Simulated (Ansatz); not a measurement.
# BClF2: the cost of one run

All numbers below are computed with Ansatz 0.2.0 (RKS revPBE-D4/def2-SVP).

### 1 Starting point

Bond lengths: B1–F2 1.320 Å, B1–Cl3 1.860 Å, B1–F4 1.320 Å. Angles: F2–B1–Cl3 120.0°, F2–B1–F4 120.0°, Cl3–B1–F4 120.0°.

As a file:

```xyz
4

B     0.0000    0.0000    0.0000
F     0.0000    0.0000    1.3200
Cl    1.6108    0.0000   -0.9300
F    -1.1431    0.0000   -0.6600
```

### 2 Relaxing the start

File input.yaml:

```yaml
crystal:
  periodic: [false, false, false]
  atoms:
    - { symbol: B, position_ang: [0.0, 0.0, 0.0] }
    - { symbol: F, position_ang: [0.0, 0.0, 1.32] }
    - { symbol: Cl, position_ang: [1.6108, 0.0, -0.93] }
    - { symbol: F, position_ang: [-1.1431, 0.0, -0.66] }
basis:
  gaussian: { orbitals: def2-SVP }
hamiltonian:
  xc: revpbe
  dispersion: d4
relax:
  f_tol: 0.02
  max_steps: 40
output:
  orbitals: {}
```

Command:

```
> ansatz run input.yaml --threads 1 --pin off --max-ram 2048MiB --backend cpu --events-out ev --progress --plain --runs-dir out
```

What time and memory should one allow on 1 thread of Arm Neoverse V1, shared host?

About 6.5 s, with a peak of 0.1 GiB.
